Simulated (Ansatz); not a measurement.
# Fe5Co3: the cost of one run

Method: DFT PBE, scalar-relativistic, plane waves, PAW, in Ansatz 0.2.0.

### Step 1. The structure to begin with

Symmetry: Im-3m, No. 229, cubic system. The conventional cell has a = 5.542 Å, b = 5.542 Å, c = 5.542 Å, α = 90.00°, β = 90.00°, γ = 90.00°. Fe (site symmetry m-3m) has 8 Fe at 2.40 Å as nearest neighbours. Fe (site symmetry -3m) has 2 Fe at 2.40 Å and 6 Co at 2.40 Å as nearest neighbours. Around Co (site symmetry 4/mmm) lie 8 Fe at 2.40 Å.

As a file:

```xyz
8
Lattice="-2.7709 2.7709 2.7709 2.7709 -2.7709 2.7709 2.7709 2.7709 -2.7709" Properties=species:S:1:pos:R:3 pbc="T T T"
Fe    0.0000    0.0000    0.0000
Fe    1.3855    1.3855   -1.3855
Fe    1.3855   -1.3855    1.3855
Fe   -1.3855    1.3855    1.3855
Fe    1.3855    1.3855    1.3855
Co    2.7709    0.0000    0.0000
Co    0.0000    0.0000    2.7709
Co    0.0000    2.7709    0.0000
```

The structure comes from the Materials Project (structure only).

(A quick probe on a coarse mesh, which set the mesh and smearing, is not shown.)

### Step 3. A loose first relaxation

File input.yaml:

```yaml
crystal:
  lattice:
    - [-2.770908, 2.770908, 2.770908]
    - [2.770908, -2.770908, 2.770908]
    - [2.770908, 2.770908, -2.770908]
  atoms:
    - { symbol: Fe, position: [0.0, 0.0, 0.0], spin: 2.55 }
    - { symbol: Fe, position: [0.0, 0.0, 0.5], spin: 2.9 }
    - { symbol: Fe, position: [0.0, 0.5, 0.0], spin: 2.9 }
    - { symbol: Fe, position: [0.5, 0.0, 0.0], spin: 2.9 }
    - { symbol: Fe, position: [0.5, 0.5, 0.5], spin: 2.9 }
    - { symbol: Co, position: [0.0, 0.5, 0.5], spin: 1.98 }
    - { symbol: Co, position: [0.5, 0.5, 0.0], spin: 1.98 }
    - { symbol: Co, position: [0.5, 0.0, 0.5], spin: 1.98 }
basis:
  ecutwfc: 420
kpoints:
  mp_grid: { grid: [6, 6, 6] }
hamiltonian:
  xc: pbe
scf:
  occupations: { method: gaussian, width: 0.1 }
output:
  forces: true
  stress: true
  eigenvalues: true
  populations: true
magnetization:
  spin_polarized: true
relax:
  adjacent_minimum: "off"
  f_tol: 0.05
  max_steps: 80
  cell: { stress_tol: 0.5 }
```

Command:

```
ansatz run input.yaml --threads 2 --pin off --max-ram 5120MiB --backend cpu --events-out ev --progress --plain --runs-dir out
```

Q: Estimate wall time and peak memory on 2 threads of AMD EPYC (Zen 3), shared host.

About 2.1 min, with a peak of 0.64 GiB.
